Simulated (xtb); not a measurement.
**SnH2SeF2 (SMILES [F][SnH]([F])[SeH]) at GFN0-xTB**

Aim: a structure relaxation of SnH2SeF2. The job is set up through a Python script.

Program for the calculation: xtb 6.7.1.

1 further run of the same task is left out (set aside as unsound or not needed).

## Step 1: The system as given

SnH2SeF2 has 6 atoms, charge 0, and is taken as a singlet. SMILES: `[F][SnH]([F])[SeH]`. The shape is built from the SMILES string. This is one conformer, not always the lowest. The run starts from this shape.

Bond lengths: F1–Sn2 1.951 Å, Sn2–F3 1.949 Å, Sn2–Se4 2.531 Å, Sn2–H5 1.732 Å, Se4–H6 1.547 Å. Angles: F1–Sn2–F3 105.0°, F1–Sn2–Se4 107.3°, F3–Sn2–Se4 112.2°, F1–Sn2–H5 107.9°, F3–Sn2–H5 110.4°, Se4–Sn2–H5 113.5°, Sn2–Se4–H6 111.8°.

## Step 2: A structure relaxation at GFN0-xTB

File conf.xyz:

```xyz
6

F     -1.775623   -1.476458   -0.434379
Sn    -0.625946    0.019867    0.061825
F     -1.318787    1.542887   -0.938128
Se     1.733602   -0.583579   -0.628126
H     -0.802802    0.283624    1.764802
H      2.789556    0.213659    0.174005
```

File job.py:

```python
from pathlib import Path
import subprocess as sp
from rdkit import Chem
from rdkit.Chem import AllChem

smiles = "[F][SnH]([F])[SeH]"
molecule = Chem.AddHs(Chem.MolFromSmiles(smiles))
params = AllChem.ETKDGv3()
params.randomSeed = 178
AllChem.EmbedMolecule(molecule, params)
Path("conf.xyz").write_text(Chem.MolToXYZBlock(molecule))

cmd = ["xtb", "conf.xyz", "--gfn0", "--opt", "tight", "-c", "0", "--uhf", "0", "-v"]
with open("xtb.out", "w") as log:
    sp.run(cmd, stdout=log, stderr=sp.DEVNULL)
print(open("xtb.out").read())
```

Run with:

```
$ python job.py
```

Q: Predict the results. Wanted: total energy at the end; dipole moment; HOMO energy; LUMO energy; HOMO–LUMO gap; dispersion energy; mean polarisability.

Computed results:

At GFN0-xTB:

| quantity | value |
| --- | --- |
| total energy at the end | -14.50126 Eh |
| dipole moment | 8.42 D |
| HOMO energy | -11.25 eV |
| LUMO energy | -7.87 eV |
| HOMO–LUMO gap | 3.38 eV |
| dispersion energy | -3.37 kJ/mol |
| mean polarisability (D4 model) | 74.4 bohr³ |

What this shows: At the final geometry: Bond lengths: F1–Sn2 1.898 Å, Sn2–F3 1.904 Å, Sn2–Se4 2.474 Å, Sn2–H5 1.673 Å, Se4–H6 1.452 Å. Angles: F1–Sn2–F3 82.6°, F1–Sn2–Se4 104.1°, F3–Sn2–Se4 109.4°, F1–Sn2–H5 100.6°, F3–Sn2–H5 99.4°, Se4–Sn2–H5 144.1°, Sn2–Se4–H6 90.6°. The optimisation took 19 steps and changed the energy by -0.634 eV.
